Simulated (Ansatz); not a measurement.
# CH8SSi2, SMILES C[SiH]([SiH3])S: a geometry optimisation

Program: Ansatz 0.2.0, Python API.

Contents of `ch8ssi2.xyz`:
```text
12

C    -0.72810    1.54800   -0.36800
Si   -0.63000   -0.19050    0.08330
Si    1.52770   -0.65650    0.64180
S    -1.19740   -1.37970   -1.58360
H    -1.80500    1.83810   -0.66760
H    -0.48800    2.26160    0.44880
H    -0.11390    1.84560   -1.23120
H    -1.49180   -0.48100    1.21660
H     1.97360    0.16900    1.87700
H     2.48090   -0.33860   -0.44720
H     1.69750   -2.09850    1.01920
H    -1.14870   -2.57280   -0.95520
```

Interactive session:
```pycon
>>> import warnings
>>> import ansatz as az
>>> import numpy as np
>>> import pandas as pd
>>> warnings.simplefilter("ignore", az.DeckWarning)
>>> geometry = az.Crystal.molecule_from_extxyz("ch8ssi2.xyz")
>>> base = (
...     geometry.calculation()
...     .basis(gaussian="6-31G*")
...     .functional("r2scan", dispersion="d3bj")
... )
>>> symbols = [site.symbol for site in geometry.cartesian_sites]
>>> start = np.array([site.position_ang for site in geometry.cartesian_sites], dtype=float)
>>> def progress(event):
...     if event["event"] == "relax_step":
...         row = event["data"]
...         print(f"step {row['step']:3d}  E = {row['lagrangian_ev']:.6f} eV  largest force component {row['allowed_force_max_ev_ang']:.4f} eV/A")
...
>>> data = base.relax(force_tolerance=0.02).session().plan().execute(on_event=progress).report
step   1  E = -27754.342652 eV  largest force component 2.7407 eV/A
step   2  E = -27754.538679 eV  largest force component 1.2421 eV/A
step   3  E = -27754.579171 eV  largest force component 0.2341 eV/A
step   4  E = -27754.588253 eV  largest force component 0.1302 eV/A
step   5  E = -27754.589766 eV  largest force component 0.0234 eV/A
step   6  E = -27754.590131 eV  largest force component 0.0056 eV/A
>>> end = np.array(data["positions_ang"])
>>> for key in ("converged", "free_energy_ev", "reference_energy_ev", "n_frozen", "n_occupied", "n_virtual"):
...     print(f"{key:22s} {data[key]}")
...
converged              True
free_energy_ev         -27754.590141396668
reference_energy_ev    -27754.499690753655
n_frozen               0
n_occupied             [29, 29]
n_virtual              [59, 59]
>>> print("final positions (A) and the move of each atom")
final positions (A) and the move of each atom
>>> for symbol, xyz, old in zip(symbols, end, start):
...     print(f"{symbol:2s} {xyz[0]:10.5f} {xyz[1]:10.5f} {xyz[2]:10.5f}   {np.linalg.norm(xyz - old):7.4f}")
...
C    -0.80270    1.62146   -0.41785    0.1160
Si   -0.61759   -0.16948    0.12648    0.0496
Si    1.59020   -0.69252    0.70348    0.0949
S    -1.25488   -1.35029   -1.57486    0.0652
H    -1.84131    1.83878   -0.69431    0.0451
H    -0.51621    2.30168    0.39346    0.0739
H    -0.16438    1.83588   -1.28249    0.0726
H    -1.51232   -0.44570    1.29208    0.0858
H     2.02358    0.06583    1.91485    0.1207
H     2.51146   -0.35277   -0.41842    0.0443
H     1.72397   -2.14942    0.99600    0.0619
H    -1.06304   -2.55876   -1.00452    0.0998
>>> charges = data["charge_distribution"]
>>> table = pd.DataFrame({"atom": symbols, "mulliken": charges["mulliken_charges_e"], "lowdin": charges["lowdin_charges_e"]})
>>> table.round(3)
   atom  mulliken  lowdin
0     C    -0.761  -0.517
1    Si     0.376   0.086
2    Si     0.133   0.114
3     S    -0.321  -0.087
4     H     0.215   0.161
5     H     0.205   0.161
6     H     0.210   0.162
7     H    -0.052  -0.058
8     H    -0.049  -0.044
9     H    -0.040  -0.037
10    H    -0.048  -0.042
11    H     0.133   0.103
>>> print("dipole (e A):", np.round(charges["dipole_moment_e_ang"], 4) + 0.0)
dipole (e A): [0.0586 0.1424 0.2286]
>>> with open("ch8ssi2_opt.xyz", "w") as handle:
...     handle.write(f"{len(symbols)}\nrelaxed CH8SSi2\n")
...     handle.writelines(f"{s:2s} {x:11.6f} {y:11.6f} {z:11.6f}\n" for s, (x, y, z) in zip(symbols, end))
...
19
```

File `ch8ssi2_opt.xyz` afterwards:
```text
12
relaxed CH8SSi2
C    -0.802704    1.621465   -0.417848
Si   -0.617586   -0.169480    0.126484
Si    1.590205   -0.692524    0.703476
S    -1.254875   -1.350287   -1.574861
H    -1.841306    1.838779   -0.694308
H    -0.516206    2.301677    0.393458
H    -0.164379    1.835883   -1.282488
H    -1.512316   -0.445698    1.292075
H     2.023576    0.065833    1.914852
H     2.511463   -0.352772   -0.418418
H     1.723968   -2.149416    0.995997
H    -1.063040   -2.558759   -1.004519
```

Reading the output:
- Total energies depend on the basis set; only differences at equal settings carry meaning.
- The end point is the stationary point reached from this start; no frequency run checks that it is a minimum, and the basis set is modest.
- The Löwdin charges here are taken after orthogonalising the functions within each atom; they differ from plain Löwdin charges, and their signs can be unphysical.
- Total less reference energy is the dispersion correction.
- A dispersion term here runs with damping parameters fitted for another variant or functional.
- The script silences the warnings on its input, which a real study should read.
- Wall time of the script: 50 s on 1 thread of Arm Neoverse V1 (shared host), peak memory 0.27 GiB.
